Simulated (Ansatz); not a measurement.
# Cl3GeHSe: the cost of one run

The runs use Ansatz 0.2.0, Gaussian basis; the settings change from run to run.

**1. The molecule**

An earlier PBE0-D4 in a triple-zeta def2 set relaxation fixed the geometry.

SMILES `[Cl][Ge]([Cl])([Cl])[SeH]`, 6 atoms, charge 0, spin multiplicity 1.

Atoms are counted from 1 here; the program's logs count them from 0.

Bond lengths: Cl1–Ge2 2.131 Å, Ge2–Cl3 2.127 Å, Ge2–Cl4 2.131 Å, Ge2–Se5 2.323 Å, Se5–H6 1.470 Å. Angles: Cl1–Ge2–Cl3 108.8°, Cl1–Ge2–Cl4 106.5°, Cl1–Ge2–Se5 112.7°, Cl3–Ge2–Cl4 108.7°, Cl3–Ge2–Se5 107.3°, Cl4–Ge2–Se5 112.8°, Ge2–Se5–H6 90.7°.

As a file:

```xyz
6
Cl3GeHSe
Cl   -0.85426   -1.02735    1.77530
Ge    0.21377   -0.41915    0.03421
Cl    2.20345   -1.16098    0.15852
Cl   -0.75710   -1.33997   -1.62456
Se    0.35123    1.89088   -0.17341
H    -1.11509    1.99258   -0.21627
```

**2. wB97X/cc-pVTZ-DK**

Set apart from the defaults: charge +1, multiplicity 2, density fitting with def2-universal-jkfit, the search for lower states set to off.

Input file in.yaml:

```yaml
crystal:
  periodic: [false, false, false]
  atoms:
    - {symbol: Cl, position_ang: [-0.854261, -1.027354, 1.775305]}
    - {symbol: Ge, position_ang: [0.213771, -0.419155, 0.034212]}
    - {symbol: Cl, position_ang: [2.203450, -1.160980, 0.158524]}
    - {symbol: Cl, position_ang: [-0.757099, -1.339968, -1.624563]}
    - {symbol: Se, position_ang: [0.351229, 1.890876, -0.173405]}
    - {symbol: H, position_ang: [-1.115090, 1.992581, -0.216275]}
basis:
  gaussian: {orbitals: cc-pVTZ-DK, fitting: {mean_field: def2-universal-jkfit}}
total_charge: 1
magnetization: {spin_polarized: true, initial_magnetization: 1}
hamiltonian: {xc: {name: wB97X}}
scf: {lower_state_search: off}
output: {forces: true}
```

Command:

```
> ansatz run in.yaml --threads 4 --pin off --events-out ev --progress --plain --max-ram 10444MiB
```

What time and memory should one allow on 4 threads of Arm Neoverse V2, shared host?

About 12 s, with a peak of 1.1 GiB.
